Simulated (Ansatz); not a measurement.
# AlN (zincblende type): the cost of one run

Method: DFT, LDA, PAW with Ansatz's default frozen-core files, scalar-relativistic, in Ansatz 0.2.0.

1 further run of the same task is left out (set aside as unsound or not needed). Runs told in other sessions of the task aren't counted.

## 1. The system as given

It takes space group F-43m (No. 216, cubic). Conventional cell: a = 4.309 Å, b = 4.309 Å, c = 4.309 Å, α = 90.00°, β = 90.00°, γ = 90.00°. Al (site symmetry -43m) has 4 N at 1.87 Å in its first shell of neighbours. N (site symmetry -43m) has 4 Al at 1.87 Å in its first shell of neighbours.

Structure file:

```
CELL_PARAMETERS angstrom
0.00000 2.15443 2.15443
2.15443 0.00000 2.15443
2.15443 2.15443 0.00000
ATOMIC_POSITIONS crystal
Al 0.00000 0.00000 0.00000
N 0.25000 0.25000 0.25000
```

Whether this phase is the stable one at these pressures isn't tested.

Atoms are numbered in the order of the input: Al1, N2.

## 2. Cell relaxed at zero pressure, PAW

The input, input.yaml:

```yaml
crystal:
  lattice:
    - [0.0, 2.15443469, 2.15443469]
    - [2.15443469, 0.0, 2.15443469]
    - [2.15443469, 2.15443469, 0.0]
  atoms:
    - { symbol: Al, position: [0.0, 0.0, 0.0] }
    - { symbol: "N", position: [0.25, 0.25, 0.25] }
kpoints:
  mp_grid: { grid: [17, 17, 17] }
scf:
  occupations: { method: fermi_dirac, width: 0.1 }
hamiltonian:
  xc: lda
  pseudopotentials: { kind: paw }
output:
  forces: true
  stress: true
  write_density: true
  write_potential: true
  elf: true
  volumetric_format: npy
relax:
  f_tol: 0.005
  max_steps: 40
  cell: {}
```

Launch:

```console
ansatz run input.yaml --threads 1 --pin off --max-ram 2048MiB --backend cpu --events-out ev --progress --plain --runs-dir out
```

What time and memory should one allow on 1 thread of AMD EPYC (Zen 3), shared host?

About 28 s, with a peak of 0.36 GiB.
